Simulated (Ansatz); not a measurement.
# SbS: the cost of one run

Computed with Ansatz 0.2.0 (DFT PBE, scalar-relativistic, plane waves, PAW, unless a step's input says otherwise).

### Step 1. The starting structure

The structure is tetragonal, space group P4/mmm (No. 123). The conventional cell has a = 3.820 Å, b = 3.820 Å, c = 23.800 Å, α = 90.00°, β = 90.00°, γ = 90.00°. Sb (site symmetry 4/mmm) is surrounded by 4 S at 2.70 Å. Around S (site symmetry 4/mmm) lie 4 Sb at 2.70 Å.

Structure file:

```
CELL_PARAMETERS angstrom
3.82048 0.00000 0.00000
0.00000 3.82048 0.00000
0.00000 0.00000 23.80000
ATOMIC_POSITIONS crystal
Sb 0.00000 0.00000 0.29412
S 0.50000 0.50000 0.29412
```

It is the end of an earlier relaxation with the same method, from a generated guess; it is a trial structure. At a tolerance of 0.05 Å it has layer group p4/mmm (No. 61); it has 7.30 Å²/atom, an uncorrected energy of +0.25 eV/atom over the elements.

It is a sheet, periodic along a and b, with vacuum along c; volumes and pressures of the box carry no meaning, and space groups named for it are those of the box.

### Step 2. Electronic structure at the relaxed geometry

input.yaml

```yaml
crystal:
  lattice:
    - [3.820476936, 0.0, 0.0]
    - [0.0, 3.820476936, 0.0]
    - [0.0, 0.0, 23.8]
  atoms:
    - { symbol: Sb, position: [0.0, 0.0, 0.2941176471] }
    - { symbol: S, position: [0.5, 0.5, 0.2941176471] }
  periodic: [true, true, false]
basis:
  ecutwfc: 420
kpoints:
  mp_grid: { grid: [14, 14, 1] }
  band_path:
    path: [[0.0, 0.0, 0.0], [0.0, 0.5, 0.0], [0.5, 0.5, 0.0], [0.0, 0.0, 0.0]]
    npoints: 14
hamiltonian:
  xc: pbe
scf:
  occupations: { method: gaussian, width: 0.1 }
  n_extra_bands: 6
output:
  forces: true
  stress: true
  eigenvalues: true
  populations: true
  dos: { projected: true, de: 0.02, nscf_kmesh: { grid: [17, 17, 1] } }
  bader: true
  write_density: true
  write_potential: true
  elf: true
  volumetric_format: npy
```

Started as:

```
$ ansatz run input.yaml --threads 1 --pin off --max-ram 2048MiB --backend cpu --events-out ev --progress --plain --runs-dir out
```

What time and memory should one allow on 1 thread of Arm Neoverse V1, shared host?

About 61 s, with a peak of 0.56 GiB.
